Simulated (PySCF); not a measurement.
# C4H8OSi: the cost of one run

Programs: PySCF 2.14.0, with density-fitted response routines of our own. Each step states its level of theory. These are calculated values for one molecule in the gas phase, unless marked as measured. Atoms count from 0, in the outputs and in this text.

### 1 The starting structure

14 atoms, charge 0, multiplicity 1; geometry from: PBE0-D3(BJ)/def2-SVP.

Bonds of the start (Å): C0–C1 1.52, C1–C2 1.53, C2–C3 1.30, C3–O4 1.33, O4–Si5 1.69, C3–C1 1.49, C0–H6 1.10, C0–H7 1.10, C0–H8 1.10, C1–H9 1.11, C2–H10 1.09, Si5–H11 1.49, Si5–H12 1.48, Si5–H13 1.49.

### 2 Excited states and response: LDA/def2-SVPD

What the job is given:

```
{"job": {"kind": "uv", "xc": "LDA", "basis": "def2-SVPD", "ip": true}, "charge": 0, "multiplicity": 1}
C      1.803929     1.660426     0.014796
C      0.879986     0.856624     0.906687
C      1.197753    -0.583152     1.312946
C      0.237435    -0.405522     0.459797
O     -0.703282    -0.921399    -0.318835
Si    -1.575324     0.045446    -1.403758
H      2.571379     2.184042     0.607951
H      2.320595     1.008577    -0.706981
H      1.250791     2.428169    -0.552298
H      0.337911     1.486767     1.637131
H      1.841943    -1.202751     1.928331
H     -2.225126     1.171589    -0.675415
H     -2.587171    -0.864695    -1.996552
H     -0.658728     0.580522    -2.450943
```

Level: TDDFT LDA/def2-SVPD, vertical, gas phase, core orbitals frozen in the response.

Started as:

```console
$ OMP_NUM_THREADS=1 python probes_run.py task.json out
```

One launch serves the whole session: the jobs run in the order shown.

Q: Estimate the wall time and peak memory of this first job on 1 thread of Arm Neoverse V1, shared host.

About 91 s, with a peak of 0.57 GiB.
